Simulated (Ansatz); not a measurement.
# InH4+ (triplet): the correlation ladder, def2-TZVPP

How much of the correlation energy of InH4+ (triplet) does each wave-function method recover here?

Method: def2-TZVPP, core rule «outside noble gas», up to 9 orbitals frozen; program: Ansatz 0.2.0, Gaussian basis.

Plan: UHF; CCSD(T) on ROHF; CCSD(T) on UHF; BCCD(T) on ROHF; CCSDT(Q) on ROHF; CCSDT(Q) on UHF; CASSCF and MRCISD+Q, 6 electrons in 8 orbitals; CASSCF and NEVPT2, 6 electrons in 8 orbitals.

2 further runs of the same task are left out: 2 set aside as unsound or not needed.

**1. The geometry**

The geometry is a PBE0/def2-TZVP stationary point (not a proven minimum). No spin-orbit coupling is included. Elements past krypton take def2 core potentials.

5 atoms, charge 1, spin multiplicity 3.

Atoms are counted from 1 here; the program's logs count them from 0.

Bond lengths: In1–H2 1.798 Å, In1–H3 1.798 Å, In1–H4 1.798 Å, In1–H5 1.798 Å. Angles: H2–In1–H3 67.7°, H2–In1–H4 133.6°, H2–In1–H5 133.6°, H3–In1–H4 133.6°, H3–In1–H5 133.6°, H4–In1–H5 67.7°.

**2. UHF**

in.yaml reads:

```yaml
crystal:
  periodic: [false, false, false]
  atoms:
    - {symbol: In, position_ang: [0.000000, 0.000000, 0.000000]}
    - {symbol: H, position_ang: [0.701384, 0.715322, 1.492890]}
    - {symbol: H, position_ang: [-0.709117, -0.705291, 1.494010]}
    - {symbol: H, position_ang: [-0.706435, 0.700227, -1.497657]}
    - {symbol: H, position_ang: [0.714168, -0.710258, -1.489243]}
basis:
  gaussian: {orbitals: def2-TZVPP}
total_charge: 1
magnetization: {spin_polarized: true, initial_magnetization: 2}
hamiltonian: {xc: hf}
output: {orbitals: {seedname: orbitals}}
```

On the command line:

```
$ ansatz run in.yaml --threads 1 --pin off --events-out ev --progress --plain --max-ram 4096MiB --backend cpu
```

Further steps of the session: CCSD(T) on ROHF; CCSD(T) on UHF; BCCD(T) on ROHF; CCSDT(Q) on ROHF; CCSDT(Q) on UHF; CASSCF and MRCISD+Q, 6 electrons in 8 orbitals; CASSCF and NEVPT2, 6 electrons in 8 orbitals.

Q: Predict the results of all the runs planned. Wanted: UCCSDT(Q) below the RHF energy; RMP2 from UCCSDT(Q); UMP2 from UCCSDT(Q); RCCSD from UCCSDT(Q); RCCSD(T) from UCCSDT(Q); UCCSD(T) from UCCSDT(Q); RCCSDT(Q) from UCCSDT(Q); NEVPT2 valence from UCCSDT(Q); MRCISD+Q valence from UCCSDT(Q).

**Answer**, as computed:

| quantity | value |
| --- | --- |
| UCCSDT(Q) below the RHF energy | -3.2165 eV |
| RMP2 from UCCSDT(Q) | +72.2 kJ/mol |
| UMP2 from UCCSDT(Q) | +77.1 kJ/mol |
| RCCSD from UCCSDT(Q) | +10.0 kJ/mol |
| RCCSD(T) from UCCSDT(Q) | +3.4 kJ/mol |
| UCCSD(T) from UCCSDT(Q) | +2.2 kJ/mol |
| RCCSDT(Q) from UCCSDT(Q) | +1.1 kJ/mol |
| NEVPT2 valence from UCCSDT(Q) | +35.2 kJ/mol |
| MRCISD+Q valence from UCCSDT(Q) | -0.5 kJ/mol |
| levels within 1 kcal/mol (43 meV) | RCCSD(T), UCCSD(T), BCCD(T), RCCSDT, UCCSDT, RCCSDT(Q), MRCISD valence, MRCISD+Q valence |
| T1 diagnostic | 0.031 |
| effectively unpaired electrons | 2.04 |

In words: RCCSD(T) lands +3.4 kJ/mol from the yardstick (1.1 % of the correlation energy). One determinant dominates. Of the multireference levels listed MRCISD+Q valence comes nearest in total energy (-0.5 kJ/mol), which doesn't show that its space is the better one. These misses are within one basis, not against nature; the frozen cores of restricted and unrestricted runs differ, which can shift their rows.
